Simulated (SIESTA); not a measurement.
NiMoIrPdW:

```
CELL_PARAMETERS angstrom
4.14670 0.00000 0.00000
-2.07335 3.59115 0.00000
0.00000 0.00000 5.41629
ATOMIC_POSITIONS crystal
Ni 0.00000 0.00000 0.02221
Mo 0.66667 0.33333 0.45996
Pd 0.33333 0.66667 0.74601
Ir 0.33333 0.66667 0.25641
W 0.66667 0.33333 0.99985
```

The cell was built by a generator and needn't be a form met in nature.

- Program: SIESTA 5.4.2
- Task: single point
- Functional: PBE
- Potentials or basis: PseudoDojo 0.4 standard (PBE files)
- Basis: DZP (energy shift 0.003 Ry; two zetas on semicore shells)
- Grid cutoff: 800 Ry
- Energy shift: 0.003 Ry
- k mesh: 7 × 7 × 5
- Occupations: fermi-dirac, width 0.05 eV
- Spin: collinear spin, ferromagnetic start
- Starting moments: [1.0, 1.0, 0.0, 0.6, 0.0] μB

On this cell: pressure 2.9 GPa; largest force 0.706 eV/Å; net moment 0.00 μB per cell; band gap on the k mesh none (metal or under the smearing width).

The same run follows on a disturbed copy (atoms moved at random, drawn with an rms of 0.05 Å):

```
CELL_PARAMETERS angstrom
4.14670 0.00000 0.00000
-2.07335 3.59115 0.00000
0.00000 0.00000 5.41629
ATOMIC_POSITIONS crystal
Ni 0.99235 0.99523 0.02134
Mo 0.67940 0.33548 0.45560
Pd 0.33674 0.67045 0.75007
Ir 0.33766 0.67554 0.25286
W 0.66531 0.32805 0.99954
```

Q: What changes?

A: The energy (extrapolated to zero smearing) moves by +12.3 meV/atom; pressure 4.0 GPa; largest force 1.184 eV/Å; net moment 0.00 μB per cell; band gap on the k mesh none (metal or under the smearing width).

Forces in eV/Å, atoms in the order of the input:
```
Ni   0.453  0.210  0.042
Mo  -0.342  0.212  1.113
Pd   0.079 -0.234 -0.739
Ir   0.223 -0.547  0.424
W   -0.414  0.356 -0.846
```

Stress tensor (GPa, compression positive):
```
 3.45  0.62 -0.18
 0.62  4.07 -0.13
-0.18 -0.13  4.56
```

Caveats: short orbitals over semicore shells can move pressures by several GPa; the valence orbitals were made in a potential fitted to the semicore shell under them, which widens gaps by tenths of an eV or more; the basis of atomic orbitals isn't converged, which shifts pressures, moduli and gaps.
